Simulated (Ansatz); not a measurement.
# H3CCl: the cost of one run

All numbers below are computed with Ansatz 0.2.0 (DFT PBE+D3(BJ), plane waves, PAW, scalar-relativistic, no spin polarisation).

## Step 1: The structure to begin with

The cell holds 40 atoms (C8H24Cl8): a = 8.382 Å, b = 8.382 Å, c = 8.382 Å, α = 90.00°, β = 90.00°, γ = 90.00°.

The coordinates stand in the first input below.

## Step 2: Relaxing the start

File input.yaml:

```yaml
accuracy: low
crystal:
  lattice:
    - [8.381516, 0.0, 0.0]
    - [0.0, 8.381516, 0.0]
    - [0.0, 0.0, 8.381516]
  atoms:
    - { symbol: C, position: [0.3585372, 0.4648601, 0.5782264] }
    - { symbol: Cl, position: [0.3628768, 0.5451614, 0.7744407] }
    - { symbol: H, position: [0.3517481, 0.5624879, 0.4929195] }
    - { symbol: H, position: [0.4668478, 0.3960589, 0.5584855] }
    - { symbol: H, position: [0.2544306, 0.388202, 0.5663989] }
    - { symbol: C, position: [0.7433346, 0.3674433, 0.0506435] }
    - { symbol: Cl, position: [0.6153063, 0.4918668, 0.1650757] }
    - { symbol: H, position: [0.6744855, 0.3126168, -0.0447944] }
    - { symbol: H, position: [0.8387627, 0.4398768, 0.0006297] }
    - { symbol: H, position: [0.7930157, 0.2757233, 0.1279335] }
    - { symbol: C, position: [0.9145213, 0.938248, 0.8937637] }
    - { symbol: Cl, position: [1.0776641, 0.8032656, 0.9052263] }
    - { symbol: H, position: [0.9541316, 1.0473225, 0.8355546] }
    - { symbol: H, position: [0.8191456, 0.8832746, 0.8249457] }
    - { symbol: H, position: [0.8731107, 0.9645492, 1.0139633] }
    - { symbol: C, position: [1.0106845, 0.0765653, 0.3458552] }
    - { symbol: Cl, position: [0.8304562, -0.0061088, 0.4210213] }
    - { symbol: H, position: [1.0615092, 0.1553822, 0.4356287] }
    - { symbol: H, position: [1.0934546, -0.0199001, 0.3194346] }
    - { symbol: H, position: [0.9844428, 0.1434588, 0.2377296] }
    - { symbol: C, position: [0.4569985, 0.8550559, 0.5636327] }
    - { symbol: Cl, position: [0.5023959, 0.9475171, 0.7489897] }
    - { symbol: H, position: [0.4958528, 0.9327811, 0.4671772] }
    - { symbol: H, position: [0.5193106, 0.7413605, 0.5569179] }
    - { symbol: H, position: [0.328791, 0.8359515, 0.5563951] }
    - { symbol: C, position: [0.8326653, 0.3907962, 0.4295236] }
    - { symbol: Cl, position: [0.8238798, 0.3860954, 0.6413441] }
    - { symbol: H, position: [0.8154084, 0.5130438, 0.3893708] }
    - { symbol: H, position: [0.9488921, 0.3474415, 0.3912322] }
    - { symbol: H, position: [0.7389287, 0.3147032, 0.3817971] }
    - { symbol: C, position: [0.23894, 0.4195179, 0.0829688] }
    - { symbol: Cl, position: [0.2830219, 0.2422002, 0.1905904] }
    - { symbol: H, position: [0.1477205, 0.4860737, 0.1470303] }
    - { symbol: H, position: [0.3470646, 0.4906757, 0.0729611] }
    - { symbol: H, position: [0.1957774, 0.3874237, -0.0351899] }
    - { symbol: C, position: [0.3988921, 0.7810189, 0.1297614] }
    - { symbol: Cl, position: [0.2865064, 0.7011706, 0.2908853] }
    - { symbol: H, position: [0.3443779, 0.8924797, 0.0915616] }
    - { symbol: H, position: [0.5205076, 0.8024739, 0.1698097] }
    - { symbol: H, position: [0.3987333, 0.6956647, 0.0319393] }
basis:
  ecutwfc: 420.0
kpoints:
  mp_grid: { grid: [1, 1, 1] }
hamiltonian:
  xc: pbe
  dispersion: d3bj
scf:
  occupations: { method: fermi_dirac, width: 0.02 }
  lower_state_search: "off"
relax:
  f_tol: 0.3
  max_steps: 15
  adjacent_minimum: "off"
output:
  write_density: true
  write_potential: true
  elf: true
  volumetric_format: npy
```

On the command line:

```bash
ansatz run input.yaml --threads 1 --pin off --max-ram 3072MiB --backend cpu --events-out ev --progress --plain --runs-dir out
```

**Question.** How long does this run take on 1 thread of Intel Xeon 6975P-C (Granite Rapids), shared host, and how much memory does it need?

About 21 s, with a peak of 0.61 GiB.
